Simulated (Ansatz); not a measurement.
**C₃H₃AlCl₂O₂: a ladder of functionals and wavefunction methods**

One table from this session's results is given with a row withheld; the runs are named, their logs left out.

Computed with Ansatz 0.2.0, Gaussian basis. Level: functionals in def2-TZVPP, the program's frozen cores in correlated methods.

The runs, in order: LDA (SPW92), PBE-D4, revPBE-D4, BLYP-D4, r2SCAN-D4, B97M-V, PBE0-D4, B3LYP-D4, r2SCANh-D4, r2SCAN0-D4, HSE06-D4, BHLYP-D4, CAM-B3LYP-D4, LC-ωPBE, ωB97X-V, ωB97M-V, B2PLYP, PBE-QIDH; CCSD(T)/def2-SVP; MP2/def2-TZVPP; MP2/def2-QZVPP; RPA on PBE.

## The relaxed structure

All runs share one geometry, relaxed beforehand with PBE0-D4 in a triple-zeta def2 set.

SMILES `[Cl][Al-]1([Cl])[O]C=CC=[O+]1`, 11 atoms, charge 0, spin multiplicity 1.

Atoms are counted from 1 here; the program's logs count them from 0.

Bond lengths: Cl1–Al2 2.095 Å, Al2–Cl3 2.094 Å, Al2–O4 1.813 Å, Al2–O8 1.813 Å, O4–C5 1.269 Å, C5–C6 1.388 Å, C5–H9 1.093 Å, C6–C7 1.388 Å, C6–H10 1.080 Å, C7–O8 1.269 Å, C7–H11 1.093 Å. Angles: Cl1–Al2–Cl3 118.8°, Cl1–Al2–O4 109.8°, Cl1–Al2–O8 109.8°, Cl3–Al2–O4 109.9°, Cl3–Al2–O8 109.9°, O4–Al2–O8 96.5°, Al2–O4–C5 125.4°, O4–C5–C6 125.6°, O4–C5–H9 115.5°, C6–C5–H9 118.9°, C5–C6–C7 121.5°, C5–C6–H10 119.2°, C7–C6–H10 119.2°, C6–C7–O8 125.6°, C6–C7–H11 118.9°, O8–C7–H11 115.5°, Al2–O8–C7 125.4°.

The first run:

in.yaml

```yaml
crystal:
  periodic: [false, false, false]
  atoms:
    - {symbol: Cl, position_ang: [-1.229803, -2.160572, 2.161341]}
    - {symbol: Al, position_ang: [0.336251, -1.110379, 1.249011]}
    - {symbol: Cl, position_ang: [2.296041, -1.451649, 1.903659]}
    - {symbol: O, position_ang: [-0.021603, 0.666901, 1.273616]}
    - {symbol: C, position_ang: [-0.259324, 1.383035, 0.253182]}
    - {symbol: C, position_ang: [-0.277913, 0.936530, -1.061135]}
    - {symbol: C, position_ang: [-0.022320, -0.389979, -1.380803]}
    - {symbol: O, position_ang: [0.243015, -1.312308, -0.550411]}
    - {symbol: H, position_ang: [-0.462383, 2.437798, 0.456407]}
    - {symbol: H, position_ang: [-0.493032, 1.638271, -1.853799]}
    - {symbol: H, position_ang: [-0.043527, -0.694647, -2.430468]}
basis:
  gaussian: {orbitals: def2-TZVPP}
hamiltonian: {xc: lda}
output: {orbitals: {seedname: orbitals}}
```

Launch:

```bash
ansatz run in.yaml --threads 4 --pin off --events-out ev --progress --plain --max-ram 11315MiB
```

Steps of the session up to this table: LDA; PBE-D4 (GGA); revPBE-D4 (GGA); BLYP-D4 (GGA); r2SCAN-D4 (meta-GGA); B97M-V (meta-GGA); PBE0-D4 (hybrid); B3LYP-D4 (hybrid); r2SCANh-D4 (hybrid); r2SCAN0-D4 (hybrid); HSE06-D4 (hybrid); BHLYP-D4 (hybrid); CAM-B3LYP-D4 (range-separated); LC-ωPBE (range-separated); ωB97X-V (range-separated); ωB97M-V (range-separated); B2PLYP (double hybrid); PBE-QIDH (double hybrid).

One of the session's tables, all rows but one given; the rest of the session is left out.

It belongs to the step «Orbital energies across the functionals». 

```
  functional  HOMO (eV)  LUMO (eV)  gap (eV)
 LDA (SPW92)      -7.24      -4.11      3.13
      PBE-D4      -7.06      -3.84      3.22
   revPBE-D4      -6.99      -3.74      3.25
     BLYP-D4          ?          ?         ?
   r2SCAN-D4      -7.35      -3.74      3.62
      B97M-V      -7.37      -3.63      3.74
     PBE0-D4      -8.27      -2.97      5.30
    B3LYP-D4      -8.04      -3.18      4.86
  r2SCANh-D4      -7.80      -3.41      4.39
  r2SCAN0-D4      -8.46      -2.91      5.56
    HSE06-D4      -7.87      -3.35      4.53
    BHLYP-D4      -9.30      -1.93      7.38
CAM-B3LYP-D4      -9.55      -1.87      7.68
     LC-ωPBE     -10.84      -0.78     10.07
     ωB97X-V     -10.50      -0.78      9.72
     ωB97M-V     -10.40      -0.83      9.57
```

Q: Estimate the row for BLYP-D4 from the others.

Worked estimate for «HOMO (eV)». Against the share of exact exchange, B3LYP-D4 (0.2, -8.04), BHLYP-D4 (0.5, -9.30) give a slope of -4.20 per unit share; at 0 the line stands at -7.20.

**Answer.** HOMO (eV): -6.88; LUMO (eV): -3.70; gap (eV): 3.18. In «HOMO (eV)» the line misses by -0.32.
